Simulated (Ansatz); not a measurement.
# MgI2: the cost of one run

Program: Ansatz 0.2.0. Level of theory: DFT, plane waves, PAW, no spin polarisation. These are calculated values, not measurements.

### Step 1. The starting structure

The cell holds 12 atoms (I8Mg4): a = 8.314 Å, b = 8.314 Å, c = 6.873 Å, α = 90.00°, β = 90.00°, γ = 120.00°.

Coordinates:

```xyz
12
Lattice="8.3144 0.0000 0.0000 -4.1572 7.2005 0.0000 0.0000 0.0000 6.8733" Properties=species:S:1:pos:R:3 pbc="T T T"
Mg    0.0000    0.0000    0.0000
I     0.0000    2.4002    1.6676
I     2.0786    1.2001    5.2057
Mg   -2.0786    3.6003    0.0000
I    -2.0786    6.0004    1.6676
I     0.0000    4.8003    5.2057
Mg    4.1572    0.0000    0.0000
I     4.1572    2.4002    1.6676
I     6.2358    1.2001    5.2057
Mg    2.0786    3.6003    0.0000
I     2.0786    6.0004    1.6676
I     4.1572    4.8003    5.2057
```

### Step 2. Run 1: PBEsol

Contents of input.yaml:

```yaml
crystal:
  lattice:
    - [8.3144261629, -1.0e-10, 0.0]
    - [-4.1572130814, 7.200504275, 0.0]
    - [0.0, 0.0, 6.8733251562]
  atoms:
    - { symbol: Mg, position: [0.0, 0.0, 0.0] }
    - { symbol: I, position: [0.1666666667, 0.3333333333, 0.2426220995] }
    - { symbol: I, position: [0.3333333333, 0.1666666667, 0.7573779005] }
    - { symbol: Mg, position: [0.0, 0.5, 0.0] }
    - { symbol: I, position: [0.1666666667, 0.8333333333, 0.2426220995] }
    - { symbol: I, position: [0.3333333333, 0.6666666667, 0.7573779005] }
    - { symbol: Mg, position: [0.5, 0.0, 0.0] }
    - { symbol: I, position: [0.6666666667, 0.3333333333, 0.2426220995] }
    - { symbol: I, position: [0.8333333333, 0.1666666667, 0.7573779005] }
    - { symbol: Mg, position: [0.5, 0.5, 0.0] }
    - { symbol: I, position: [0.6666666667, 0.8333333333, 0.2426220995] }
    - { symbol: I, position: [0.8333333333, 0.6666666667, 0.7573779005] }
kpoints:
  mp_grid: { grid: [3, 3, 2] }
hamiltonian:
  xc: pbesol
scf:
  occupations: { method: fermi_dirac, width: 0.112 }
md:
  ensemble: nve
  temperature: 1300
  timestep: 1.5
  n_steps: 30
  initial_velocities: maxwell_boltzmann
  seed: 754
```

Command:

```bash
$ ansatz run input.yaml --threads 4 --pin off --max-ram 3686MiB --backend cpu --events-out ev --progress --plain --runs-dir out
```

Q: Estimate wall time and peak memory on 4 threads of Arm Neoverse V2, shared host.

About 3 min, with a peak of 1.5 GiB.
